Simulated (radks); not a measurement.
# Ionising gold step by step, Au²⁰⁺ to Au³⁹⁺

The task here is to estimate one member of a computed series from the others.

Program: radks (a radial shooting solver on a logarithmic mesh, Libxc functionals) version 1. Level of theory: scalar-relativistic Kohn-Sham, LB94 model potential, spin-polarised, spherical densities, finite nucleus; open shells are filled with parallel spins first. These are calculated values, not measurements, unless marked.

## The atom as given

| Item | Value |
| --- | --- |
| element | gold (Z = 79) |
| charges | 20 to 39 |
| first configuration | [Kr] 4d10 4f12 5s1 |
| last configuration | [Kr] 4d4 |

Outer shells as boxes (Hund's rule):

Au²⁰⁺
```
[Kr] core
4d [↑↓][↑↓][↑↓][↑↓][↑↓]
4f [↑↓][↑↓][↑↓][↑↓][↑↓][↑ ][↑ ]
5s [↑ ]
```

Au³⁹⁺
```
[Kr] core
4d [↑ ][↑ ][↑ ][↑ ][  ]
```

LB94 adds a gradient term to the LDA potential that gives it a −1/r tail. It is a model potential with no energy functional, so Etot and Exc are not given.

Set-up of the first run:

Settings of this run:

```text
Z 79
configuration [Kr] 4d10 4f12 5s1 5p0 6s0
relativity scalar-relativistic
functional lda,pw
model_potential LB94
spin polarised
nucleus finite rms 5.4371 fm
c 137.035999084
```

Among the steps run: Au²⁰⁺, [Kr] 4d10 4f12 5s1.

One of the session's tables, all rows but one given; the rest of the session is left out.

It belongs to the step «Au²⁰⁺, [Kr] 4d10 4f12 5s1». Sizes of the orbitals, from the radial functions (bohr):

```
  level     <r>  outermost maximum (interpolated)  90 % within  nodes
  4f up  0.4559                             0.363        0.712      0
4f down       ?                                 ?            ?      ?
  5s up  0.8063                             0.786         1.13      4
5s down  0.8059                             0.786         1.12      4
  5p up  0.8675                             0.847         1.21      3
5p down  0.8668                             0.847         1.21      3
  6s up   1.356                              1.40         1.87      5
6s down   1.357                              1.40         1.87      5
```

**Question.** Estimate the row for 4f down.

As computed: <r>: 0.4570; outermost maximum (interpolated): 0.363; 90 % within: 0.714; nodes: 0. In the column «<r>» it lies between 4f up (0.4559) and 5s down (0.8059).

Limits of these values: Open shells are spherical and high-spin; term and fine-structure splittings are not resolved.
